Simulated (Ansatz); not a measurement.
# C4H11AlClF: the cost of one run

All numbers below are computed with Ansatz 0.2.0 (RKS PBE-D4/6-31G*).

### Step 1. Starting point

Bond lengths (14 of 16 bonds, heavy atoms first): Al1–F2 2.040 Å, Al1–C3 1.970 Å, C3–C6 1.520 Å, Al1–C10 1.970 Å, C10–C13 1.520 Å, Al1–Cl17 2.530 Å, C3–H4 1.110 Å, C3–H5 1.110 Å, C6–H7 1.110 Å, C6–H8 1.110 Å, C6–H9 1.110 Å, C10–H11 1.110 Å, C10–H12 1.110 Å, C13–H14 1.110 Å. Angles (14 of 30 angles, heavy atoms first): F2–Al1–C3 120.0°, F2–Al1–C10 120.0°, F2–Al1–Cl17 71.6°, C3–Al1–C10 120.0°, C3–Al1–Cl17 97.0°, C10–Al1–Cl17 101.2°, Al1–C3–C6 109.5°, Al1–C10–C13 109.5°, Al1–C3–H4 109.5°, Al1–C3–H5 109.5°, H4–C3–C6 109.4°, H5–C3–C6 109.4°, C3–C6–H7 109.5°, C3–C6–H8 109.5°.

The coordinates stand in the first input below.

### Step 2. Pulling towards end A

Springs on the bonds that form and break draw the guess towards this end; the thresholds are loose.

File input.yaml:

```yaml
crystal:
  periodic: [false, false, false]
  atoms:
    - { symbol: Al, position_ang: [0.0, 0.0, 0.0] }
    - { symbol: F, position_ang: [0.0, 0.0, 2.04] }
    - { symbol: C, position_ang: [1.706, 0.0, -0.985] }
    - { symbol: H, position_ang: [2.0356, -1.0462, -1.1552] }
    - { symbol: H, position_ang: [1.5695, 0.508, -1.9624] }
    - { symbol: C, position_ang: [2.7598, 0.7369, -0.1745] }
    - { symbol: H, position_ang: [3.6837, 0.1238, -0.1234] }
    - { symbol: H, position_ang: [2.9879, 1.7088, -0.6598] }
    - { symbol: H, position_ang: [2.3786, 0.9171, 0.8522] }
    - { symbol: C, position_ang: [-1.706, 0.0, -0.985] }
    - { symbol: H, position_ang: [-2.2662, -0.9305, -0.7558] }
    - { symbol: H, position_ang: [-2.3102, 0.8797, -0.6796] }
    - { symbol: C, position_ang: [-1.4298, 0.0696, -2.4781] }
    - { symbol: H, position_ang: [-2.3466, -0.2101, -3.0379] }
    - { symbol: H, position_ang: [-1.1306, 1.1028, -2.7518] }
    - { symbol: H, position_ang: [-0.6104, -0.6331, -2.7365] }
    - { symbol: Cl, position_ang: [0.1058, -2.3986, 0.7978] }
    - { symbol: H, position_ang: [0.053, -1.2022, 1.9224] }
basis:
  gaussian: { orbitals: "6-31G*" }
hamiltonian:
  xc: pbe
  dispersion: d4
relax:
  f_tol: 0.15
  max_steps: 25
  restrain:
    - { distance: [0, 16], at: 3.43, k: 30.0 }
    - { distance: [17, 1], at: 2.12, k: 30.0 }
    - { distance: [0, 1], at: 1.69, k: 30.0 }
    - { distance: [17, 16], at: 1.37, k: 30.0 }
```

Run with:

```
$ ansatz run input.yaml --threads 4 --pin off --max-ram 5120MiB --backend cpu --events-out ev --progress --plain --runs-dir out
```

**Question.** How long does this run take on 4 threads of Arm Neoverse V1, shared host, and how much memory does it need?

About 29 s, with a peak of 0.21 GiB.
